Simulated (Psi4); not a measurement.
# VO2 (SMILES [O]=[V]=[O]): levels of theory compared

Aim: a comparison of 4 runs (UHF/def2-SVP, UB3LYP/6-31G*, UPBE0-2/aug-cc-pVDZ, UMP2/6-31G**) of VO2. 

The results are computed with Psi4 1.11.

3 further runs of the same task are left out: 3 that didn't finish.

### Step 1. Starting point

VO2: 3 atoms, total charge 0, spin state doublet. As SMILES, `[O]=[V]=[O]`. Geometry: a GFN2-xTB relaxation, a rough one for these elements and not checked as a minimum.

Bond lengths: V1–O2 1.526 Å, V1–O3 1.526 Å. Angles: O2–V1–O3 109.9°.

### Step 2. The energy at UHF/def2-SVP (run 1)

Input file job.json:

```json
{
  "schema_name": "qcschema_input",
  "schema_version": 1,
  "molecule": {
    "schema_name": "qcschema_molecule",
    "schema_version": 2,
    "symbols": ["V", "O", "O"],
    "geometry": [0.00833369, -0.01086593, -1.10373234, 2.35609163, -0.03530008, 0.57016817, -2.36442533, 0.04616601, 0.53354527],
    "molecular_charge": 0,
    "molecular_multiplicity": 2,
    "fix_symmetry": "c1",
    "fix_com": true,
    "fix_orientation": true
  },
  "driver": "energy",
  "model": {
    "method": "hf",
    "basis": "def2-SVP"
  },
  "keywords": {
    "reference": "uhf",
    "puream": true,
    "e_convergence": 1e-09,
    "d_convergence": 1e-08,
    "scf_type": "pk",
    "maxiter": 200,
    "scf_properties": ["MAYER_INDICES", "WIBERG_LOWDIN_INDICES", "QUADRUPOLE"]
  }
}
```

Run with:

```sh
$ psi4 --qcschema job.json -n 1 --memory 1600MB
```

stdout:

```text
[...]
  Running in c1 symmetry.
[...]
  Nuclear repulsion =  141.180859244016801
[...]
  Multiplicity = 2
[...]
  Nalpha       = 20
  Nbeta        = 19
[...]
    Number of basis functions: 59
[...]
   @UHF iter   1: -1091.68948737059418   -8.43260e-01   1.84523e-02 ADIIS/DIIS
[...]
   @UHF iter  28: -1092.24562412040814   -1.81899e-12   6.27644e-09 DIIS
[...]
   @S^2 Observed:                8.514093616E-01
[...]
    Orbital Energies [Eh]
    ---------------------
    Alpha Occupied:
       1A   -201.602364     2A    -24.007576     3A    -20.501216
       4A    -20.501177     5A    -20.163571     6A    -20.160748
       7A    -20.158589     8A     -3.316177     9A     -2.185117
      10A     -2.173557    11A     -2.170836    12A     -1.154050
      13A     -1.132633    14A     -0.577162    15A     -0.544380
      16A     -0.538154    17A     -0.477230    18A     -0.429077
      19A     -0.406293    20A     -0.376951
    Alpha Virtual:
      21A     -0.018989    22A      0.088402    23A      0.106149
      24A      0.155811    25A      0.161739    26A      0.256949
[...]
  @UHF Final Energy: -1092.24562412040814
   => Energetics <=
    Nuclear Repulsion Energy =            141.1808592440168013
    One-Electron Energy =               -1782.5124845054297111
    Two-Electron Energy =                 549.0860011410048855
    Total Energy =                      -1092.2456241204081380
  UHF NO Occupations:
  HONO-2 :   18  A 1.9864619
  HONO-1 :   19  A 1.9715051
[...]
 Multipole Moments:
 ------------------------------------------------------------------------------------
     Multipole            Electronic (a.u.)      Nuclear  (a.u.)        Total (a.u.)
 ------------------------------------------------------------------------------------
 L = 1.  Multiply by 2.5417464519 to convert [e a0] to [Debye]
 Dipole X            :         -0.1035942            0.1250053            0.0214111
 Dipole Y            :          0.1349693           -0.1629889           -0.0280197
 Dipole Z            :         13.7096904          -16.5561363           -2.8464459
 Magnitude           :                                                    2.8466643
 L = 2.  Multiply by 1.3450342976 to convert [e a0^2] to [Debye ang]
 Quadrupole XX       :       -114.4491245           89.1349966          -25.3141279
 Quadrupole XY       :          1.6895571           -1.5406932            0.1488640
[...]
```

The result, in JSON:

```text
{
 "driver": "energy",
 "model": {
  "method": "hf",
  "basis": "def2-SVP"
 },
 "success": true,
 "return_result": -1092.2456241204081,
 "properties": {
  "calcinfo_nbasis": 59,
  "calcinfo_nmo": 59,
  "calcinfo_nalpha": 20,
  "calcinfo_nbeta": 19,
  "calcinfo_natom": 3,
  "nuclear_repulsion_energy": 141.1808592440168,
  "return_energy": -1092.2456241204081,
  "scf_one_electron_energy": -1782.5124845054297,
  "scf_two_electron_energy": 549.0860011410049,
  "scf_dipole_moment": [0.021411068913118336, -0.028019661564465337, -2.846445877024042],
  "scf_total_energy": -1092.2456241204081,
  "scf_iterations": 28
 }
}
```

Run time: 2.6 s. Hardware: 1 thread of Intel Xeon 6975P-C (Granite Rapids), shared host; peak memory 0.22 GiB.

### Step 3. Energy and gradient at UB3LYP/6-31G(d) (spherical functions) (run 2)

Input file o2v.xyz:

```xyz
3
O2V
V      0.004410    -0.005750    -0.584070
O      1.246790    -0.018680     0.301720
O     -1.251200     0.024430     0.282340
```

Input file calc.py:

```python
import psi4

psi4.set_memory(1600000000)
psi4.set_num_threads(1)
psi4.set_output_file('output.dat', False)

with open('o2v.xyz') as f:
    atoms = ''.join(f.readlines()[2:])
geom = psi4.geometry('0 2\n' + atoms + 'symmetry c1\nno_reorient\nno_com')

options = {'basis': '6-31G*', 'reference': 'uks', 'puream': True, 'e_convergence': 1e-09, 'd_convergence': 1e-08, 'scf_type': 'pk', 'dft_radial_points': 99, 'dft_spherical_points': 590, 'maxiter': 200}
psi4.set_options(options)

energy_value, wavefunction = psi4.gradient('b3lyp', return_wfn=True)
psi4.oeprop(wavefunction, 'MAYER_INDICES', 'MULLIKEN_CHARGES', 'QUADRUPOLE')
print('gradient / Eh bohr^-1')
print(energy_value.np.round(6))
print(f'energy = {wavefunction.energy():.10f} Eh')
for k, v in sorted(psi4.core.scalar_variables().items()):
    print(f'{k:45s} {v:18.10f}')
```

Run with:

```sh
$ python calc.py
```

output.dat, shortened:

```text
[...]
  Running in c1 symmetry.
[...]
  Nuclear repulsion =  141.180859197251692
[...]
  Multiplicity = 2
[...]
  Nalpha       = 20
  Nbeta        = 19
[...]
    Number of basis functions: 62
[...]
   @UKS iter   1: -1093.95051978644415   -4.34665e-01   1.70729e-02 ADIIS/DIIS
[...]
   @UKS iter  15: -1094.36899500086270   -1.59162e-12   6.62031e-09 DIIS
[...]
   @S^2 Observed:                7.557924673E-01
[...]
  @UKS Final Energy: -1094.36899500086270
   => Energetics <=
    Nuclear Repulsion Energy =            141.1808591972516922
    One-Electron Energy =               -1785.0072204613034046
    Two-Electron Energy =                 599.9190741458385219
    DFT Exchange-Correlation Energy =     -50.4617078826495202
    Empirical Dispersion Energy =           0.0000000000000000
    VV10 Nonlocal Energy =                  0.0000000000000000
    Total Energy =                      -1094.3689950008626965
[...]
  -Total Gradient:
     Atom            X                  Y                   Z
    ------   -----------------  -----------------  -----------------
       1       -0.000721960246     0.000864949995     0.087754465558
       2       -0.082344416347     0.000994757118    -0.044527868618
       3        0.083066767641    -0.001860292499    -0.043286161908
[...]
 Multipole Moments:
 ------------------------------------------------------------------------------------
     Multipole            Electronic (a.u.)      Nuclear  (a.u.)        Total (a.u.)
 ------------------------------------------------------------------------------------
 L = 1.  Multiply by 2.5417464519 to convert [e a0] to [Debye]
 Dipole X            :         -0.1092234            0.1250054            0.0157820
 Dipole Y            :          0.1422803           -0.1629889           -0.0207086
 Dipole Z            :         14.4524190          -16.5561362           -2.1037172
 Magnitude           :                                                    2.1038783
 L = 2.  Multiply by 1.3450342976 to convert [e a0^2] to [Debye ang]
 Quadrupole XX       :       -112.8976479           89.1349968          -23.7626511
 Quadrupole XY       :          1.6563703           -1.5406932            0.1156771
[...]
  Mulliken Charges: (a.u.)
   Center  Symbol    Alpha    Beta     Spin     Total
[...]
```

Standard output:

```text
gradient / Eh bohr^-1
[[-0.000722  0.000865  0.087754]
 [-0.082344  0.000995 -0.044528]
 [ 0.083067 -0.00186  -0.043286]]
energy = -1094.3689950009 Eh
CURRENT ENERGY                                  -1094.3689950009
CURRENT REFERENCE ENERGY                        -1094.3689950009
DD SOLVATION ENERGY                                 0.0000000000
DFT FUNCTIONAL TOTAL ENERGY                     -1094.3689950009
DFT TOTAL ENERGY                                -1094.3689950009
DFT VV10 ENERGY                                     0.0000000000
DFT XC ENERGY                                     -50.4617078826
GRID ELECTRONS ALPHA                               20.0000002313
GRID ELECTRONS BETA                                19.0000002222
GRID ELECTRONS TOTAL                               39.0000004535
NUCLEAR REPULSION ENERGY                          141.1808591973
ONE-ELECTRON ENERGY                             -1785.0072204613
PCM POLARIZATION ENERGY                             0.0000000000
PE ENERGY                                           0.0000000000
SCF ITERATION ENERGY                            -1094.3689950009
SCF ITERATIONS                                     15.0000000000
SCF TOTAL ENERGY                                -1094.3689950009
TWO-ELECTRON ENERGY                               599.9190741458
XC GRID RADIAL POINTS                              99.0000000000
XC GRID SPHERICAL POINTS                          590.0000000000
XC GRID TOTAL POINTS                           169964.0000000000
```

It took 11 s on 1 thread of Intel Xeon 6975P-C (Granite Rapids), shared host; peak memory 0.51 GiB.

### Step 4. A single-point energy at UPBE0-2/aug-cc-pVDZ (density fitting, density fitting for correlation) (run 3)

Input file job.in:

```
memory 1600 mb

molecule {
  0 2
  V      0.004410    -0.005750    -0.584070
  O      1.246790    -0.018680     0.301720
  O     -1.251200     0.024430     0.282340
}

set reference uks
set scf_type df
set freeze_core true

energy('pbe0-2/aug-cc-pVDZ')
```

Run with:

```sh
$ psi4 -n 1 job.in job.out
```

job.out:

```text
[...]
  Running in cs symmetry.
[...]
  Nuclear repulsion =  141.180859197251721
[...]
  Multiplicity = 2
[...]
  Nalpha       = 20
  Nbeta        = 19
[...]
    Number of basis functions: 105
[...]
   @DF-UKS iter   1: -1092.87708638956951   -9.39904e-01   1.35656e-02 ADIIS/DIIS
[...]
   @DF-UKS iter  14: -1093.31402764026961   -8.03982e-08   7.66463e-07 DIIS
[...]
   @S^2 Observed:                7.871582322E-01
[...]
    Orbital Energies [Eh]
    ---------------------
    Alpha Occupied:
       1Ap  -200.382061     2Ap   -23.575402     3Ap   -20.167862
       4Ap   -20.167840     1App  -19.810829     5Ap   -19.809397
       6Ap   -19.806814     7Ap    -3.166545     8Ap    -2.078189
       9Ap    -2.072523     2App   -2.059390    10Ap    -1.125701
      11Ap    -1.106378    12Ap    -0.529001    13Ap    -0.515945
      14Ap    -0.514867     3App   -0.465231     4App   -0.431221
      15Ap    -0.389575    16Ap    -0.354280
    Alpha Virtual:
      17Ap    -0.058564     5App   -0.002063    18Ap     0.015339
      19Ap     0.021633    20Ap     0.032178     6App    0.033594
[...]
  @DF-UKS Final Energy: -1093.31402764026961
   => Energetics <=
    Nuclear Repulsion Energy =            141.1808591972517206
    One-Electron Energy =               -1783.3236597377992894
    Two-Electron Energy =                 562.1005280694993189
    DFT Exchange-Correlation Energy =     -13.2717551692211391
    Empirical Dispersion Energy =           0.0000000000000000
    VV10 Nonlocal Energy =                  0.0000000000000000
    Total Energy =                      -1093.3140276402696145
[...]
 Multipole Moments:
 ------------------------------------------------------------------------------------
     Multipole            Electronic (a.u.)      Nuclear  (a.u.)        Total (a.u.)
 ------------------------------------------------------------------------------------
 L = 1.  Multiply by 2.5417464519 to convert [e a0] to [Debye]
 Dipole X            :         -0.0327086            0.0122269           -0.0204817
 Dipole Y            :         -4.2550931            1.5838667           -2.6712264
 Dipole Z            :          0.0000000            0.0000000            0.0000000
 Magnitude           :                                                    2.6713049
[...]
```

It took 16 s on 1 thread of Intel Xeon 6975P-C (Granite Rapids), shared host; peak memory 0.92 GiB.

### Step 5. A single-point energy at UMP2/6-31G(d,p) (spherical functions) (run 4)

Input file o2v.inp:

```
memory 1600 MB

molecule mol {
  0 2
  V
  O 1 1.525877
  O 1 1.525822 2 109.91048
  units angstrom
  symmetry c1
  no_reorient
  no_com
}

set basis 6-31G**
set reference uhf
set puream true
set e_convergence 1e-09
set d_convergence 1e-08
set scf_type pk
set num_frozen_docc 7
set mp2_type conv
set maxiter 200

energy_value = energy('mp2')
```

Run with:

```sh
$ psi4 o2v.inp o2v.out -n 1
```

o2v.out:

```text
[...]
  Running in c1 symmetry.
[...]
  Nuclear repulsion =  141.180849681912406
[...]
  Multiplicity = 2
[...]
  Nalpha       = 20
  Nbeta        = 19
[...]
    Number of basis functions: 62
[...]
   @UHF iter   1: -1091.90492168380410   -1.11547e+00   1.78346e-02 DIIS/ADIIS
[...]
   @UHF iter  27: -1092.41667468151672   -6.59384e-12   9.06315e-09 DIIS
[...]
   @S^2 Observed:                8.195005842E-01
[...]
    Orbital Energies [Eh]
    ---------------------
    Alpha Occupied:
       1A   -201.606751     2A    -24.024337     3A    -20.510927
       4A    -20.510901     5A    -20.174248     6A    -20.171949
       7A    -20.169748     8A     -3.320833     9A     -2.187703
      10A     -2.173560    11A     -2.173011    12A     -1.174275
      13A     -1.153193    14A     -0.572602    15A     -0.539762
      16A     -0.532610    17A     -0.474440    18A     -0.431114
      19A     -0.402239    20A     -0.373259
    Alpha Virtual:
      21A     -0.032252    22A      0.052074    23A      0.098974
      24A      0.120381    25A      0.142619    26A      0.149162
[...]
  @UHF Final Energy: -1092.41667468151672
   => Energetics <=
    Nuclear Repulsion Energy =            141.1808496819124059
    One-Electron Energy =               -1782.6749870496498716
    Two-Electron Energy =                 549.0774626862208834
    Total Energy =                      -1092.4166746815167244
  UHF NO Occupations:
  HONO-2 :   18  A 1.9914693
  HONO-1 :   19  A 1.9811196
[...]
 Multipole Moments:
 ------------------------------------------------------------------------------------
     Multipole            Electronic (a.u.)      Nuclear  (a.u.)        Total (a.u.)
 ------------------------------------------------------------------------------------
 L = 1.  Multiply by 2.5417464519 to convert [e a0] to [Debye]
 Dipole X            :          3.6528057           -1.2967329            2.3560728
 Dipole Y            :          2.5622622           -0.9095424            1.6527198
 Dipole Z            :         -0.0000001            0.0000000           -0.0000001
 Magnitude           :                                                    2.8779440
[...]
	SCS-MP2 Total Energy (a.u.)        : -1093.12558774158356
	SOS-MP2 Total Energy (a.u.)        : -1093.04346374067654
	SCSN-MP2 Total Energy (a.u.)       : -1092.85028940630627
[...]
	SOS-PI-MP2 Total Energy (a.u.)     : -1093.14792858386977
[...]
	MP2 Total Energy (a.u.)            : -1093.18537090020459
[...]
```

Run time: 3.6 s. Hardware: 1 thread of Intel Xeon 6975P-C (Granite Rapids), shared host; peak memory 0.25 GiB.

### Step 6. Overview of the runs

```csv
run,level,task,integration grid,energy (Eh),HOMO energy (eV),LUMO energy (eV),⟨S²⟩,wall time
1,UHF/def2-SVP,energy,–,-1092.245624,-10.26,-0.52,0.851,2.6 s
2,UB3LYP/6-31G* (spherical functions),gradient,99 radial × 590 angular,-1094.368995,-5.18,-3.33,0.756,11 s
3,"UPBE0-2/aug-cc-pVDZ (density fitting, density fitting for correlation)",energy,75 radial × 302 angular,-1093.684345,-9.64,-1.59,0.787,16 s
4,UMP2/6-31G** (spherical functions),energy,–,-1093.185371,-10.16,-0.88,0.820,3.6 s
```

### Step 7. Summary of results

| quantity | value |
| --- | --- |
| run 4: total energy | -1093.18537 Eh |
| run 4: HOMO energy (Hartree–Fock orbitals) (highest over α and β) | -10.16 eV |
| run 4: LUMO energy (Hartree–Fock orbitals) (lowest over α and β) | -0.88 eV |
| run 4: correlation energy (7 core orbitals frozen) | -768.7 mEh |
| run 4: ⟨S²⟩ of the reference determinant | 0.820 |

Totals of different functionals can't be ranked against each other. Spin contamination of the reference: run 1 ⟨S²⟩ = 0.85. All runs together took 33 s, the longest 16 s.
